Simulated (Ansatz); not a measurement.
# Li6Be2Nb: the cost of one run

Method: DFT PBE, scalar-relativistic, plane waves, PAW, in Ansatz 0.2.0.

## (1) The structure to begin with

It takes space group Fm-3m (No. 225, cubic). The conventional cell has a = 7.198 Å, b = 7.198 Å, c = 7.198 Å, α = 90.00°, β = 90.00°, γ = 90.00°. Li (site symmetry 4mm) is surrounded by 1 Nb at 1.55 Å. Be (site symmetry -43m) is surrounded by 12 Li at 2.56 Å. Around Nb (site symmetry m-3m) lie 6 Li at 1.55 Å.

Structure file:

```
CELL_PARAMETERS angstrom
0.00000 3.59884 3.59884
3.59884 0.00000 3.59884
3.59884 3.59884 0.00000
ATOMIC_POSITIONS crystal
Li 0.21500 0.78500 0.21500
Li 0.21500 0.78500 0.78500
Li 0.78500 0.21500 0.21500
Li 0.78500 0.78500 0.21500
Li 0.21500 0.21500 0.78500
Li 0.78500 0.21500 0.78500
Be 0.25000 0.25000 0.25000
Be 0.75000 0.75000 0.75000
Nb 0.00000 0.00000 0.00000
```

A structure generator made this guess: species swapped into a database cell of Cs2PdF6 (Fm-3m, No. 225), with Be on the Cs sites, Nb on the Pd sites and Li on the F sites. The dimensions are guesses.

## (2) The guess as it stands, on a coarse mesh

Input file input.yaml:

```yaml
crystal:
  lattice:
    - [0.0, 3.59884255, 3.59884255]
    - [3.59884255, 0.0, 3.59884255]
    - [3.59884255, 3.59884255, 0.0]
  atoms:
    - { symbol: Li, position: [0.2150038, 0.7849962, 0.2150038] }
    - { symbol: Li, position: [0.2150038, 0.7849962, 0.7849962] }
    - { symbol: Li, position: [0.7849962, 0.2150038, 0.2150038] }
    - { symbol: Li, position: [0.7849962, 0.7849962, 0.2150038] }
    - { symbol: Li, position: [0.2150038, 0.2150038, 0.7849962] }
    - { symbol: Li, position: [0.7849962, 0.2150038, 0.7849962] }
    - { symbol: Be, position: [0.25, 0.25, 0.25] }
    - { symbol: Be, position: [0.75, 0.75, 0.75] }
    - { symbol: Nb, position: [0.0, 0.0, 0.0] }
basis:
  ecutwfc: 420
kpoints:
  mp_grid: { grid: [4, 4, 4] }
hamiltonian:
  xc: pbe
scf:
  occupations: { method: gaussian, width: 0.1 }
  lower_state_search: "off"
output:
  forces: true
  stress: true
  eigenvalues: true
```

Command:

```
$ ansatz run input.yaml --threads 1 --pin off --max-ram 2048MiB --backend cpu --events-out ev --progress --plain --runs-dir out
```

**Question.** How long does this run take on 1 thread of Arm Neoverse V1, shared host, and how much memory does it need?

About 2.1 s, with a peak of 0.34 GiB.
